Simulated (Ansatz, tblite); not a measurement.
**MoNCl3: spin states and exact exchange**

Aim: set other spin states of MoNCl3 against its singlet, on many levels of theory.

Method: as each input shows; program: Ansatz 0.2.0, Gaussian basis.

Plan: triplet, at the geometry of the singlet (GFN1-xTB, GFN2-xTB, PBE0-D4/def2-TZVP, PBE-D4/def2-TZVP, r2SCAN-D4/def2-TZVP); the singlet's energies come from earlier runs.

1 further run of the same task is left out (set aside as unsound or not needed).

### Step 1. The structure

The geometry is that of the singlet, from an earlier relaxation (B3LYP-D4/def2-SVP).

5 atoms, charge 0, spin multiplicity 1.

Bond lengths: Mo1–N2 1.624 Å, Mo1–Cl3 2.268 Å, Mo1–Cl4 2.268 Å, Mo1–Cl5 2.268 Å. Angles: N2–Mo1–Cl3 105.6°, N2–Mo1–Cl4 105.6°, N2–Mo1–Cl5 105.6°, Cl3–Mo1–Cl4 113.1°, Cl3–Mo1–Cl5 113.0°, Cl4–Mo1–Cl5 113.0°.

Formally the metal is d0. Mo takes a core potential in the def2 sets. No spin-orbit coupling is included.

### Step 2. Triplet at the fixed geometry, GFN1-xTB

Tight binding, by tblite at 300 K electronic temperature and without a spin-polarisation term:

```python
tblite.interface.Calculator('GFN1-xTB', numbers, positions, charge=0, uhf=2).singlepoint()
```

Energy -490.0223 eV; 0.005 s.

### Step 3. Triplet at the fixed geometry, GFN2-xTB

Tight binding, by tblite at 300 K electronic temperature and without a spin-polarisation term:

```python
tblite.interface.Calculator('GFN2-xTB', numbers, positions, charge=0, uhf=2).singlepoint()
```

Energy -506.6816 eV; 0.008 s.

### Step 4. Triplet at the fixed geometry, PBE0-D4/def2-TZVP

in.yaml

```yaml
crystal:
  periodic: [false, false, false]
  atoms:
    - {symbol: Mo, position_ang: [0.000264, -0.000248, 0.041455]}
    - {symbol: N, position_ang: [0.006611, -0.012532, 1.665559]}
    - {symbol: Cl, position_ang: [2.182498, 0.009520, -0.577486]}
    - {symbol: Cl, position_ang: [-1.099415, 1.893339, -0.550406]}
    - {symbol: Cl, position_ang: [-1.089958, -1.890089, -0.579112]}
basis:
  gaussian: {orbitals: def2-TZVP}
magnetization: {spin_polarized: true, initial_magnetization: 2}
hamiltonian: {xc: pbe0, dispersion: d4}
scf: {omitted_lower_state_checks: [starts]}
output: {orbitals: {seedname: orbitals}}
```

Started as:

```bash
$ ansatz run in.yaml --threads 4 --pin off --events-out ev --progress --plain --max-ram 3916MiB
```

The program printed:

```text
Functional definition: PBE0
  name "PBE0"
  cite "Adamo & Barone, J. Chem. Phys. 110, 6158 (1999) doi:10.1063/1.478522"
  cite "Perdew, Burke & Ernzerhof, Phys. Rev. Lett. 77, 3865 (1996) doi:10.1103/PhysRevLett.77.3865"
  parent pbe
  parameter a = 0.25
  parameter kappa = 0.804
  parameter beta = 0.06672455060314922
  exchange = (1 - a)*pbe_x(kappa = kappa, mu = beta*pi^2/3) + a*exact_x
  correlation = pbe_c(beta = beta)
these checks for a lower state are left out or cut short: starts
1337 factors; their error is unknown
mean field evaluation 1: about -40889.6599 eV, gradient 5.5e1 eV
mean field evaluation 2: about -40766.7463 eV, gradient 1.4e2 eV
mean field evaluation 4: about -40892.4759 eV, gradient 4.4e1 eV
mean field evaluation 8: about -40902.5741 eV, gradient 6.9e-1 eV
mean field evaluation 16: about -40902.6816 eV, gradient 1.7e-1 eV
mean field -40902.87874335 eV, -1503.1530688510 hartree, gradient 9.4e-6 eV, S^2 2.010662; 0 other end points of the search recorded, 0 dependent functions left out
reference -40902.87878038 eV, -1503.1530702121 hartree; 37, 35 occupied and 145, 147 virtual orbitals, 1337 factors
Total energy: -40903.08572314 eV, -1503.1606752179 hartree
Checks for a lower state left out: starts
```

Run time: 21 s. Hardware: 4 threads of Arm Neoverse V1, shared host; peak memory 1.1 GiB.

Report: HOMO -6.51 eV, LUMO -7.27 eV (over both spins; with the spin held, an empty level of the minority spin lies below the top filled one); ⟨S²⟩ 2.011 (pure: 2.00).

### Step 5. Triplet at the fixed geometry, PBE-D4/def2-TZVP

start.molden holds the orbitals of an earlier run on this state, given as this run's starting guess.

Edit in.yaml of step 4 so:

```diff
@@ -9,5 +9,5 @@
 basis:
-  gaussian: {orbitals: def2-TZVP}
+  gaussian: {orbitals: def2-TZVP, initial_orbitals: start.molden}
 magnetization: {spin_polarized: true, initial_magnetization: 2}
-hamiltonian: {xc: pbe0, dispersion: d4}
+hamiltonian: {xc: pbe, dispersion: d4}
 scf: {omitted_lower_state_checks: [starts]}
```

The command is unchanged.

The program printed:

```text
Functional definition: PBE
  name "PBE"
  cite "Perdew, Burke & Ernzerhof, Phys. Rev. Lett. 77, 3865 (1996) doi:10.1103/PhysRevLett.77.3865"
  parent pbe
  parameter kappa = 0.804
  parameter beta = 0.06672455060314922
  exchange = pbe_x(kappa = kappa, mu = beta*pi^2/3)
  correlation = pbe_c(beta = beta)
these checks for a lower state are left out or cut short: starts
1231 factors; their error is unknown
mean field evaluation 1: about -40901.6346 eV, gradient 1.1e1 eV
mean field evaluation 2: about -40901.8533 eV, gradient 4.5e-1 eV
mean field evaluation 4: about -40901.8552 eV, gradient 1.0e-1 eV
mean field evaluation 8: about -40901.8552 eV, gradient 1.2e-4 eV
mean field evaluation 16: about -40901.8552 eV, gradient 6.0e-5 eV
mean field -40901.85521105 eV, -1503.1154547330 hartree, gradient 7.0e-6 eV, S^2 2.003664; 0 other end points of the search recorded, 0 dependent functions left out
reference -40901.85526548 eV, -1503.1154567331 hartree; 37, 35 occupied and 145, 147 virtual orbitals, 1231 factors
Total energy: -40902.09433661 eV, -1503.1242424351 hartree
Checks for a lower state left out: starts
```

It took 12 s on 4 threads of Arm Neoverse V1, shared host.

Report: HOMO -4.79 eV, LUMO -7.79 eV (over both spins; with the spin held, an empty level of the minority spin lies below the top filled one); ⟨S²⟩ 2.004 (pure: 2.00).

### Step 6. Triplet at the fixed geometry, r2SCAN-D4/def2-TZVP

Edit in.yaml of step 5 so:

```diff
@@ -11,3 +11,3 @@
 magnetization: {spin_polarized: true, initial_magnetization: 2}
-hamiltonian: {xc: pbe, dispersion: d4}
+hamiltonian: {xc: r2scan, dispersion: d4}
 scf: {omitted_lower_state_checks: [starts]}
```

The command is unchanged.

The program printed, shortened:

```text
Functional definition: r2SCAN
  name "r2SCAN"
  cite "Furness, Kaplan, Ning, Perdew & Sun, J. Phys. Chem. Lett. 11, 8208 (2020) doi:10.1021/acs.jpclett.0c02405"
  cite "Furness, Kaplan, Ning, Perdew & Sun, J. Phys. Chem. Lett. 11, 9248 (2020) doi:10.1021/acs.jpclett.0c03077"
  parent r2scan
[...]
1231 factors; their error is unknown
[...]
mean field -40915.59544377 eV, -1503.6203989720 hartree, gradient 4.8e-6 eV, S^2 2.008727; 0 other end points of the search recorded, 0 dependent functions left out
reference -40915.59546006 eV, -1503.6203995705 hartree; 37, 35 occupied and 145, 147 virtual orbitals, 1231 factors
Total energy: -40915.64960640 eV, -1503.6223894120 hartree
Checks for a lower state left out: starts
```

Run time: 29 s. Hardware: 4 threads of Arm Neoverse V1, shared host; peak memory 0.57 GiB.

From the report: HOMO -5.25 eV, LUMO -7.84 eV (over both spins; with the spin held, an empty level of the minority spin lies below the top filled one); ⟨S²⟩ 2.009 (pure: 2.00).

### Step 7. Triplet less singlet, vertical

The singlet's energies are those of its earlier runs, whose logs aren't repeated here.

| level | triplet less singlet, vertical (eV) | time |
| --- | --- | --- |
| GFN1-xTB | +3.008 | 0.011 s |
| GFN2-xTB | +2.039 | 0.015 s |
| PBE-D4/def2-TZVP | +3.050 | 14 s |
| r2SCAN-D4/def2-TZVP | +3.028 | 33 s |
| PBE0-D4/def2-TZVP | +3.023 | 24 s |

Times add the two runs; a level without a time comes out of a correlated run. Tight binding without a spin term can't rank spin states.

### Step 8. What came out

```
                                                quantity                                   value
triplet less singlet, vertical, functionals in def2-TZVP  +3.023 (PBE0-D4) to +3.050 eV (PBE-D4)
```

What this shows: All functionals put the triplet above the singlet, over a spread of 0.028 eV. The checks for a lower triplet were left out, so another state of that spin may lie lower. The singlet here is a closed shell; an open-shell singlet can lie lower. These are electronic energies, without zero-point motion, entropy or surroundings.
